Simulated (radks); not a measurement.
# Pb²⁺ with its nuclear charge varied continuously

Aim: the energy of 80 electrons in [Hg] as the nuclear charge moves through non-integer values, and a test of dE/dZ = E(electron-nucleus)/Z.

Method: Dirac Kohn-Sham, LDA (Slater exchange, Perdew-Wang correlation), spin-unpolarised, spherical densities, finite nucleus. Code: radks (a radial shooting solver on a logarithmic mesh, Libxc functionals) version 1.

### 1 The system

| Quantity | Value |
| --- | --- |
| element | lead (Z = 82) |
| charge | +2 |
| electrons | 80 |
| configuration | [Hg] |
| nuclear rms radius | 5.5012 fm |

The outer shells:

Pb²⁺
```
[Xe] core
4f [↑↓][↑↓][↑↓][↑↓][↑↓][↑↓][↑↓]
5d [↑↓][↑↓][↑↓][↑↓][↑↓]
6s [↑↓]
```

### 2 Z = 82

The run's settings:

```text
Z 82
configuration [Hg]
relativity Dirac
functional lda,pw
spin unpolarised
j_filling energy
nucleus finite rms 5.5012 fm
c 137.035999084
```

### 3 Z = 81.5

Input: that of step 2 with these lines changed.

```diff
@@ -1,2 +1,2 @@
-Z 82
+Z 81.5
 configuration [Hg]
```

### 4 Z = 82.5

Input: that of step 3 with these lines changed.

```diff
@@ -1,2 +1,2 @@
-Z 81.5
+Z 82.5
 configuration [Hg]
```

### 5 Z = 83

Input: that of step 4 with these lines changed.

```diff
@@ -1,2 +1,2 @@
-Z 82.5
+Z 83
 configuration [Hg]
```

Q: Predict the outcome of this session. Wanted: for each run, Z; E; E(electron-nucleus)/Z; highest level; its energy; <r>.

As calculated:

| Z | E (hartree) | E(electron-nucleus)/Z (hartree) | highest level | its energy (eV) | <r> (bohr) |
| --- | --- | --- | --- | --- | --- |
| 81.5 | -20589.8704 | -638.325 | 6s1/2 | -22.075 | 2.267 |
| 82 | -20910.6146 | -644.657 | 6s1/2 | -27.846 | 2.170 |
| 82.5 | -21234.5321 | -651.019 | 6s1/2 | -33.970 | 2.086 |
| 83 | -21561.6387 | -657.413 | 6s1/2 | -40.428 | 2.010 |

**Reading.** At Z = 82 the central difference of E is -644.662 hartree, against -644.657 from the Hellmann-Feynman theorem. The top level goes from -22.075 eV at Z = 81.5 to -40.428 eV at Z = 83.
